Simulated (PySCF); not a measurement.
**Zr, Zr⁺: ionisation energy in x2c-TZVPPall plus 1 even-tempered diffuse shell per l, part 1 of 2**

Wanted: the ionisation energy of zirconium, up a ladder of methods.

Method: unrestricted determinants in a Gaussian basis, no spin-orbit coupling in the energies. Code: PySCF 2.14.0.

## 1. The atom as given

* Element: zirconium (Z = 40)
* Basis: x2c-TZVPPall with one added diffuse shell each of s, p, d, f type (9s7p7d3f1g, 95 functions)
* Hamiltonian: scalar relativity by spin-free X2C-1e
* State 1: Zr: [Kr] 4d2 5s2, high-spin 3F determinant
* State 2: Zr⁺: [Kr] 4d2 5s1, high-spin 4F determinant
* Methods: UHF, LDA, PBE, PBE0, r2SCAN, BHandHLYP, CAM-B3LYP, wB97X, r2SCAN0, MP2
* Core shells frozen in the correlated runs: valence: [Kr]; valence and next inner shell: [Ar] 3d10 (for Zr)

Outer shells as boxes (Hund's rule):

Zr [Kr] 4d2 5s2
```
[Kr] core
4d [↑ ][↑ ][  ][  ][  ]
5s [↑↓]
```

Zr+ [Kr] 4d2 5s1
```
[Kr] core
4d [↑ ][↑ ][  ][  ][  ]
5s [↑ ]
```

The runs were made by one driver on top of PySCF. The scripts below sum up each run's settings (the driver also hands on starting orbitals that pick excited configurations, and frozen orbitals as a list rather than a count), and the logs come from the driver's own runs. The driver starts from symmetry-adapted Hartree-Fock orbitals, holds the occupation by maximum overlap and uses a logarithmic radial grid for functionals, so a plain start would take other cycles.

The integrals over 95 functions and the set-up took 2.3 s of CPU time.

## 2. Zr, method by method

#### UHF

Contents of input.py:

```python
from pyscf import gto, scf, dft, mp, cc
import basis_set_exchange as bse
mol = gto.M(atom="Zr 0 0 0", charge=0, spin=2, symmetry="D2h",
            basis=gto.basis.parse(bse.get_basis("x2c-TZVPPall", elements=["Zr"], fmt="nwchem", augment_diffuse=1)),
            nucmod="G")
mf = scf.UHF(mol).sfx2c1e()
mf.irrep_nelec = {'Ag': (8, 7), 'B1g': (2, 1), 'B2g': (1, 1), 'B3g': (1, 1), 'B1u': (3, 3), 'B2u': (3, 3), 'B3u': (3, 3)}
mf.kernel()
```

Output:

```text
damping factor = 0
level_shift factor = 0
DIIS = <class 'pyscf.scf.diis.CDIIS'>
diis_start_cycle = 1
diis_space = 10
diis_damp = 0
SCF conv_tol = 1e-09
SCF conv_tol_grad = None
number electrons alpha = 21  beta = 19
cycle= 1 E= -3596.18484753899  delta_E= -0.0056  |g|= 0.0243  |ddm|= 0.0504
cycle= 2 E= -3596.18512268367  delta_E= -0.000275  |g|= 0.00579  |ddm|= 0.0117
cycle= 3 E= -3596.18514211271  delta_E= -1.94e-05  |g|= 0.000773  |ddm|= 0.00644
cycle= 4 E= -3596.18514269038  delta_E= -5.78e-07  |g|= 0.000333  |ddm|= 0.00203
cycle= 5 E= -3596.18514288486  delta_E= -1.94e-07  |g|= 5.79e-05  |ddm|= 0.0021
cycle= 6 E= -3596.18514289322  delta_E= -8.35e-09  |g|= 8.81e-06  |ddm|= 0.000539
cycle= 7 E= -3596.18514289334  delta_E= -1.23e-10  |g|= 1.45e-06  |ddm|= 5.43e-05
converged SCF energy = -3596.18514289334  <S^2> = 2.0163976  2S+1 = 3.0109119
```

CPU time 1.9 s on a shared host, the integrals not counted.

Orbital energies by shell (radii are means over both spins):

| shell | electrons | mean orbital energy (eV) | spread (eV) | rms radius (bohr) |
| --- | --- | --- | --- | --- |
| 1s β | 1 | -18097.5 | 0 | 0.0426 |
| 1s α | 1 | -18097.4 | 0 | 0.0426 |
| 2s α | 1 | -2579.6 | 0 | 0.176 |
| 2s β | 1 | -2579.3 | 0 | 0.176 |
| 2p α | 3 | -2294.8 | 0 | 0.157 |
| 2p β | 3 | -2294.6 | 0 | 0.157 |
| 3s α | 1 | -454.03 | 0 | 0.488 |
| 3s β | 1 | -453.89 | 0 | 0.488 |
| 3p α | 3 | -358.44 | 0 | 0.496 |
| 3p β | 3 | -358.28 | 0 | 0.496 |
| 3d α | 5 | -201.28 | 0.667 | 0.495 |
| 3d β | 5 | -200.86 | 0.149 | 0.495 |
| 4s α | 1 | -69.135 | 0 | 1.30 |
| 4s β | 1 | -67.197 | 0 | 1.30 |
| 4p α | 3 | -42.096 | 0 | 1.48 |
| 4p β | 3 | -39.322 | 0 | 1.48 |
| 4d α | 2 | -8.842 | 0 | 2.36 |
| 5s α | 1 | -6.303 | 0 | 4.30 |
| 5s β | 1 | -5.362 | 0 | 4.30 |

⟨S²⟩ = 2.016, ⟨L²⟩ = 12.06.

Spin-orbit constants on these orbitals (cm⁻¹; bare nucleus, screened nucleus, mean field): 4d 544.2, 408.1, n/a. To first order in LS coupling the lowest level has J = 2 and lies 0.101 eV below the centre of the term.

#### LDA

input.py differs from the last one in:

```diff
@@ -5,3 +5,3 @@
             nucmod="G")
-mf = scf.UHF(mol).sfx2c1e()
+mf = dft.UKS(mol, xc="LDA,VWN").sfx2c1e()
 mf.irrep_nelec = {'Ag': (8, 7), 'B1g': (2, 1), 'B2g': (1, 1), 'B3g': (1, 1), 'B1u': (3, 3), 'B2u': (3, 3), 'B3u': (3, 3)}
```

Output:

```text
damping factor = 0
level_shift factor = 0
DIIS = <class 'pyscf.scf.diis.CDIIS'>
diis_start_cycle = 1
diis_space = 10
diis_damp = 0
SCF conv_tol = 1e-09
SCF conv_tol_grad = None
number electrons alpha = 21  beta = 19
XC functionals = LDA,VWN
    P. A. M. Dirac.,  Math. Proc. Cambridge Philos. Soc. 26, 376 (1930)
    F. Bloch.,  Z. Phys. 57, 545 (1929)
    S. H. Vosko, L. Wilk, and M. Nusair.,  Can. J. Phys. 58, 1200 (1980)
cycle= 1 E= -3593.77979331621  delta_E= -0.02  |g|=  0.1  |ddm|= 0.715
cycle= 2 E= -3593.78040045214  delta_E= -0.000607  |g|= 0.0441  |ddm|= 0.106
cycle= 3 E= -3593.78056823467  delta_E= -0.000168  |g|= 0.000977  |ddm|= 0.0464
cycle= 4 E= -3593.78056862843  delta_E= -3.94e-07  |g|= 0.000867  |ddm|= 0.00536
cycle= 5 E= -3593.78056888423  delta_E= -2.56e-07  |g|= 4.41e-05  |ddm|= 0.00166
cycle= 6 E= -3593.78056888597  delta_E= -1.74e-09  |g|= 3.72e-06  |ddm|= 0.000265
cycle= 7 E= -3593.78056888598  delta_E= -1.18e-11  |g|= 2.41e-08  |ddm|= 1.86e-05
converged SCF energy = -3593.78056888598  <S^2> = 2.0033558  2S+1 = 3.0022364
```

It used 0.7 s of CPU time after the integrals (shared host).

#### PBE

input.py differs from the last one in:

```diff
@@ -5,3 +5,3 @@
             nucmod="G")
-mf = dft.UKS(mol, xc="LDA,VWN").sfx2c1e()
+mf = dft.UKS(mol, xc="PBE").sfx2c1e()
 mf.irrep_nelec = {'Ag': (8, 7), 'B1g': (2, 1), 'B2g': (1, 1), 'B3g': (1, 1), 'B1u': (3, 3), 'B2u': (3, 3), 'B3u': (3, 3)}
```

Output:

```text
damping factor = 0
level_shift factor = 0
DIIS = <class 'pyscf.scf.diis.CDIIS'>
diis_start_cycle = 1
diis_space = 10
diis_damp = 0
SCF conv_tol = 1e-09
SCF conv_tol_grad = None
number electrons alpha = 21  beta = 19
XC functionals = PBE
    J. P. Perdew, K. Burke, and M. Ernzerhof.,  Phys. Rev. Lett. 77, 3865 (1996)
    J. P. Perdew, K. Burke, and M. Ernzerhof.,  Phys. Rev. Lett. 78, 1396 (1997)
    J. P. Perdew, K. Burke, and M. Ernzerhof.,  Phys. Rev. Lett. 77, 3865 (1996)
    J. P. Perdew, K. Burke, and M. Ernzerhof.,  Phys. Rev. Lett. 78, 1396 (1997)
cycle= 1 E= -3597.83957525761  delta_E= -0.014  |g|= 0.0687  |ddm|= 0.595
cycle= 2 E= -3597.83996202565  delta_E= -0.000387  |g|= 0.0276  |ddm|= 0.0898
cycle= 3 E= -3597.84007887227  delta_E= -0.000117  |g|= 0.00413  |ddm|= 0.0559
cycle= 4 E= -3597.84008539706  delta_E= -6.52e-06  |g|= 0.000667  |ddm|= 0.00999
cycle= 5 E= -3597.840085531  delta_E= -1.34e-07  |g|= 4.42e-05  |ddm|= 0.0019
cycle= 6 E= -3597.84008553269  delta_E= -1.68e-09  |g|= 4.12e-06  |ddm|= 0.000233
cycle= 7 E= -3597.8400855327  delta_E= -1.18e-11  |g|= 3.82e-08  |ddm|= 1.96e-05
converged SCF energy = -3597.8400855327  <S^2> = 2.0039469  2S+1 = 3.0026301
```

It used 1.2 s of CPU time after the integrals (shared host).

#### PBE0

input.py differs from the last one in:

```diff
@@ -5,3 +5,3 @@
             nucmod="G")
-mf = dft.UKS(mol, xc="PBE").sfx2c1e()
+mf = dft.UKS(mol, xc="PBE0").sfx2c1e()
 mf.irrep_nelec = {'Ag': (8, 7), 'B1g': (2, 1), 'B2g': (1, 1), 'B3g': (1, 1), 'B1u': (3, 3), 'B2u': (3, 3), 'B3u': (3, 3)}
```

Output:

```text
damping factor = 0
level_shift factor = 0
DIIS = <class 'pyscf.scf.diis.CDIIS'>
diis_start_cycle = 1
diis_space = 10
diis_damp = 0
SCF conv_tol = 1e-09
SCF conv_tol_grad = None
number electrons alpha = 21  beta = 19
XC functionals = PBE0
    C. Adamo and V. Barone.,  J. Chem. Phys. 110, 6158 (1999)
    M. Ernzerhof and G. E. Scuseria.,  J. Chem. Phys. 110, 5029 (1999)
cycle= 1 E= -3597.91187779393  delta_E= -0.00904  |g|= 0.0406  |ddm|= 0.419
cycle= 2 E= -3597.91222353005  delta_E= -0.000346  |g|= 0.0125  |ddm|= 0.0519
cycle= 3 E= -3597.91226462553  delta_E= -4.11e-05  |g|= 0.00267  |ddm|= 0.0387
cycle= 4 E= -3597.9122675096  delta_E= -2.88e-06  |g|= 0.00112  |ddm|= 0.00514
cycle= 5 E= -3597.91226812265  delta_E= -6.13e-07  |g|= 4.09e-05  |ddm|= 0.00591
cycle= 6 E= -3597.9122681258  delta_E= -3.15e-09  |g|= 2.48e-06  |ddm|= 0.000493
cycle= 7 E= -3597.91226812582  delta_E= -2e-11  |g|= 3.06e-07  |ddm|= 3.78e-05
converged SCF energy = -3597.91226812582  <S^2> = 2.0048043  2S+1 = 3.0032012
```

CPU time 1.7 s on a shared host, the integrals not counted.

#### r2SCAN

input.py differs from the last one in:

```diff
@@ -5,3 +5,3 @@
             nucmod="G")
-mf = dft.UKS(mol, xc="PBE0").sfx2c1e()
+mf = dft.UKS(mol, xc="R2SCAN").sfx2c1e()
 mf.irrep_nelec = {'Ag': (8, 7), 'B1g': (2, 1), 'B2g': (1, 1), 'B3g': (1, 1), 'B1u': (3, 3), 'B2u': (3, 3), 'B3u': (3, 3)}
```

Output:

```text
damping factor = 0
level_shift factor = 0
DIIS = <class 'pyscf.scf.diis.CDIIS'>
diis_start_cycle = 1
diis_space = 10
diis_damp = 0
SCF conv_tol = 1e-09
SCF conv_tol_grad = None
number electrons alpha = 21  beta = 19
XC functionals = R2SCAN
    J. W. Furness, A. D. Kaplan, J. Ning, J. P. Perdew, and J. Sun.,  J. Phys. Chem. Lett. 11, 8208-8215 (2020)
    J. W. Furness, A. D. Kaplan, J. Ning, J. P. Perdew, and J. Sun.,  J. Phys. Chem. Lett. 11, 9248-9248 (2020)
    J. W. Furness, A. D. Kaplan, J. Ning, J. P. Perdew, and J. Sun.,  J. Phys. Chem. Lett. 11, 8208-8215 (2020)
    J. W. Furness, A. D. Kaplan, J. Ning, J. P. Perdew, and J. Sun.,  J. Phys. Chem. Lett. 11, 9248-9248 (2020)
cycle= 1 E= -3598.217201516  delta_E= -0.0112  |g|= 0.0513  |ddm|= 0.379
cycle= 2 E= -3598.21743878551  delta_E= -0.000237  |g|= 0.0216  |ddm|= 0.032
cycle= 3 E= -3598.21747282112  delta_E= -3.4e-05  |g|= 0.00103  |ddm|= 0.0148
cycle= 4 E= -3598.2174735013  delta_E= -6.8e-07  |g|= 0.000669  |ddm|= 0.00504
cycle= 5 E= -3598.21747368126  delta_E= -1.8e-07  |g|= 6.88e-05  |ddm|= 0.00161
cycle= 6 E= -3598.21747369836  delta_E= -1.71e-08  |g|= 1.54e-05  |ddm|= 0.000855
cycle= 7 E= -3598.21747369978  delta_E= -1.43e-09  |g|= 5.25e-06  |ddm|= 0.000284
cycle= 8 E= -3598.21747369999  delta_E= -2.09e-10  |g|= 2.76e-06  |ddm|= 5.49e-05
converged SCF energy = -3598.21747369999  <S^2> = 2.0165821  2S+1 = 3.0110344
```

It used 2.8 s of CPU time after the integrals (shared host).

#### BHandHLYP

input.py differs from the last one in:

```diff
@@ -5,3 +5,3 @@
             nucmod="G")
-mf = dft.UKS(mol, xc="R2SCAN").sfx2c1e()
+mf = dft.UKS(mol, xc="BHANDHLYP").sfx2c1e()
 mf.irrep_nelec = {'Ag': (8, 7), 'B1g': (2, 1), 'B2g': (1, 1), 'B3g': (1, 1), 'B1u': (3, 3), 'B2u': (3, 3), 'B3u': (3, 3)}
```

Output:

```text
damping factor = 0
level_shift factor = 0
DIIS = <class 'pyscf.scf.diis.CDIIS'>
diis_start_cycle = 1
diis_space = 10
diis_damp = 0
SCF conv_tol = 1e-09
SCF conv_tol_grad = None
number electrons alpha = 21  beta = 19
XC functionals = BHANDHLYP
    A. D. Becke.,  J. Chem. Phys. 98, 1372 (1993)
    Defined through Gaussian implementation.
cycle= 1 E= -3598.23011926345  delta_E= -0.00691  |g|= 0.0262  |ddm|= 0.344
cycle= 2 E= -3598.23038374285  delta_E= -0.000264  |g|= 0.00636  |ddm|= 0.0497
cycle= 3 E= -3598.23040531898  delta_E= -2.16e-05  |g|= 0.00171  |ddm|= 0.0261
cycle= 4 E= -3598.2304080735  delta_E= -2.75e-06  |g|= 0.000975  |ddm|= 0.00634
cycle= 5 E= -3598.23040861236  delta_E= -5.39e-07  |g|= 9.99e-05  |ddm|= 0.00427
cycle= 6 E= -3598.23040863468  delta_E= -2.23e-08  |g|= 3.44e-06  |ddm|= 0.00107
cycle= 7 E= -3598.2304086347  delta_E= -2.23e-11  |g|= 4.16e-07  |ddm|= 3.68e-05
converged SCF energy = -3598.2304086347  <S^2> = 2.0043296  2S+1 = 3.002885
```

CPU time 1.7 s on a shared host, the integrals not counted.

#### CAM-B3LYP

input.py differs from the last one in:

```diff
@@ -5,3 +5,3 @@
             nucmod="G")
-mf = dft.UKS(mol, xc="BHANDHLYP").sfx2c1e()
+mf = dft.UKS(mol, xc="CAMB3LYP").sfx2c1e()
 mf.irrep_nelec = {'Ag': (8, 7), 'B1g': (2, 1), 'B2g': (1, 1), 'B3g': (1, 1), 'B1u': (3, 3), 'B2u': (3, 3), 'B3u': (3, 3)}
```

Output:

```text
damping factor = 0
level_shift factor = 0
DIIS = <class 'pyscf.scf.diis.CDIIS'>
diis_start_cycle = 1
diis_space = 10
diis_damp = 0
SCF conv_tol = 1e-09
SCF conv_tol_grad = None
number electrons alpha = 21  beta = 19
XC functionals = CAMB3LYP
    T. Yanai, D. P. Tew, and N. C. Handy.,  Chem. Phys. Lett. 393, 51 (2004)
cycle= 1 E= -3598.43402375412  delta_E= -0.0107  |g|= 0.0499  |ddm|=  0.4
cycle= 2 E= -3598.43453255144  delta_E= -0.000509  |g|= 0.0158  |ddm|= 0.0714
cycle= 3 E= -3598.43458055934  delta_E= -4.8e-05  |g|= 0.00188  |ddm|= 0.0302
cycle= 4 E= -3598.43459063167  delta_E= -1.01e-05  |g|= 0.000608  |ddm|= 0.0209
cycle= 5 E= -3598.4345909043  delta_E= -2.73e-07  |g|= 0.000186  |ddm|= 0.00213
cycle= 6 E= -3598.43459093702  delta_E= -3.27e-08  |g|= 7.07e-06  |ddm|= 0.0012
cycle= 7 E= -3598.43459093718  delta_E= -1.62e-10  |g|= 1.43e-06  |ddm|= 0.000104
converged SCF energy = -3598.43459093718  <S^2> = 2.0035874  2S+1 = 3.0023907
```

It used 4.6 s of CPU time after the integrals (shared host).

#### wB97X

input.py differs from the last one in:

```diff
@@ -5,3 +5,3 @@
             nucmod="G")
-mf = dft.UKS(mol, xc="CAMB3LYP").sfx2c1e()
+mf = dft.UKS(mol, xc="WB97X").sfx2c1e()
 mf.irrep_nelec = {'Ag': (8, 7), 'B1g': (2, 1), 'B2g': (1, 1), 'B3g': (1, 1), 'B1u': (3, 3), 'B2u': (3, 3), 'B3u': (3, 3)}
```

Output:

```text
damping factor = 0
level_shift factor = 0
DIIS = <class 'pyscf.scf.diis.CDIIS'>
diis_start_cycle = 1
diis_space = 10
diis_damp = 0
SCF conv_tol = 1e-09
SCF conv_tol_grad = None
number electrons alpha = 21  beta = 19
XC functionals = WB97X
    J.-D. Chai and M. Head-Gordon.,  J. Chem. Phys. 128, 084106 (2008)
cycle= 1 E= -3598.31342259315  delta_E= -0.00982  |g|= 0.0398  |ddm|= 0.344
cycle= 2 E= -3598.31394829938  delta_E= -0.000526  |g|= 0.0122  |ddm|= 0.079
cycle= 3 E= -3598.31401090985  delta_E= -6.26e-05  |g|= 0.00273  |ddm|= 0.0291
cycle= 4 E= -3598.31403197999  delta_E= -2.11e-05  |g|= 0.000963  |ddm|= 0.0251
cycle= 5 E= -3598.31403342296  delta_E= -1.44e-06  |g|= 0.000276  |ddm|= 0.00614
cycle= 6 E= -3598.31403356149  delta_E= -1.39e-07  |g|= 1.61e-05  |ddm|= 0.00298
cycle= 7 E= -3598.3140335621  delta_E= -6.08e-10  |g|= 2.66e-06  |ddm|= 0.000259
converged SCF energy = -3598.3140335621  <S^2> = 2.0017466  2S+1 = 3.0011642
```

It used 4.5 s of CPU time after the integrals (shared host).

#### r2SCAN0

input.py differs from the last one in:

```diff
@@ -5,3 +5,3 @@
             nucmod="G")
-mf = dft.UKS(mol, xc="WB97X").sfx2c1e()
+mf = dft.UKS(mol, xc="HYB_MGGA_XC_R2SCAN0").sfx2c1e()
 mf.irrep_nelec = {'Ag': (8, 7), 'B1g': (2, 1), 'B2g': (1, 1), 'B3g': (1, 1), 'B1u': (3, 3), 'B2u': (3, 3), 'B3u': (3, 3)}
```

Output:

```text
damping factor = 0
level_shift factor = 0
DIIS = <class 'pyscf.scf.diis.CDIIS'>
diis_start_cycle = 1
diis_space = 10
diis_damp = 0
SCF conv_tol = 1e-09
SCF conv_tol_grad = None
number electrons alpha = 21  beta = 19
XC functionals = HYB_MGGA_XC_R2SCAN0
    M. Bursch, H. Neugebauer, S. Ehlert, and S. Grimme.,  J. Chem. Phys. 156, 134105 (2022)
cycle= 1 E= -3598.20313336454  delta_E= -0.00804  |g|= 0.0319  |ddm|= 0.304
cycle= 2 E= -3598.20336460981  delta_E= -0.000231  |g|= 0.00923  |ddm|= 0.0351
cycle= 3 E= -3598.20338189274  delta_E= -1.73e-05  |g|= 0.00103  |ddm|= 0.0223
cycle= 4 E= -3598.20338327264  delta_E= -1.38e-06  |g|= 0.000803  |ddm|= 0.00489
cycle= 5 E= -3598.20338351061  delta_E= -2.38e-07  |g|= 7.15e-05  |ddm|= 0.00224
cycle= 6 E= -3598.20338353795  delta_E= -2.73e-08  |g|= 1.63e-05  |ddm|= 0.00112
cycle= 7 E= -3598.20338353975  delta_E= -1.8e-09  |g|= 4.03e-06  |ddm|= 0.000337
cycle= 8 E= -3598.20338353989  delta_E= -1.39e-10  |g|= 2.38e-06  |ddm|= 3.94e-05
converged SCF energy = -3598.20338353989  <S^2> = 2.0143658  2S+1 = 3.0095619
```

CPU time 3.4 s on a shared host, the integrals not counted.

## 3. Zr, continued

#### MP2 (valence)

input.py: that of step 2 with these lines changed.

```diff
@@ -5,4 +5,5 @@
             nucmod="G")
-mf = dft.UKS(mol, xc="HYB_MGGA_XC_R2SCAN0").sfx2c1e()
+mf = scf.UHF(mol).sfx2c1e()
 mf.irrep_nelec = {'Ag': (8, 7), 'B1g': (2, 1), 'B2g': (1, 1), 'B3g': (1, 1), 'B1u': (3, 3), 'B2u': (3, 3), 'B3u': (3, 3)}
 mf.kernel()
+mp.UMP2(mf, frozen=18).kernel()
```

No log was kept for this step.

CPU time 0.27 s on a shared host, the integrals not counted.

With 4 electrons correlated, the MP2 correlation energy is -0.04498 hartree (-0.01139 same spin, -0.03359 opposite spin); the SCS form gives -0.04410. Largest pairs of shells: 4d-5s -0.0218, 5s-5s -0.0194, 4d-4d -0.0038.

#### MP2 (valence and next inner shell)

input.py differs from the last one in:

```diff
@@ -8,2 +8,2 @@
 mf.kernel()
-mp.UMP2(mf, frozen=18).kernel()
+mp.UMP2(mf, frozen=14).kernel()
```

No log was kept for this step.

CPU time 0.4 s on a shared host, the integrals not counted.

With 12 electrons correlated, the MP2 correlation energy is -0.27155 hartree (-0.07821 same spin, -0.19334 opposite spin); the SCS form gives -0.25807. Largest pairs of shells: 4p-4p -0.1038, 4p-4d -0.0553, 4s-4p -0.0274, 4p-5s -0.0274, 4d-5s -0.0218.

Radial density 4πr²ρ of Zr at UHF, without picture-change correction:

| r (bohr) | density | spin density |
| --- | --- | --- |
| 0.000614 | 0.412 | 0.000 |
| 0.00103 | 1.00 | 0.000 |
| 0.00174 | 2.41 | 0.000 |
| 0.00292 | 5.56 | 0.000 |
| 0.00491 | 12.1 | 0.000 |
| 0.00826 | 23.9 | 0.000 |
| 0.0139 | 39.8 | 0.000 |
| 0.0234 | 50.3 | -0.001 |
| 0.0393 | 45.2 | -0.003 |
| 0.0661 | 45.1 | -0.004 |
| 0.111 | 61.6 | 0.022 |
| 0.187 | 42.6 | 0.119 |
| 0.315 | 43.4 | 0.167 |
| 0.529 | 30.5 | 0.008 |
| 0.891 | 9.49 | 0.262 |
| 1.50 | 6.67 | 1.021 |
| 2.52 | 1.62 | 0.683 |
| 4.24 | 0.582 | 0.093 |
| 7.13 | 0.0719 | -0.016 |
| 12.0 | 0.000610 | 0.000 |

(Continued in part 2 of 2.)
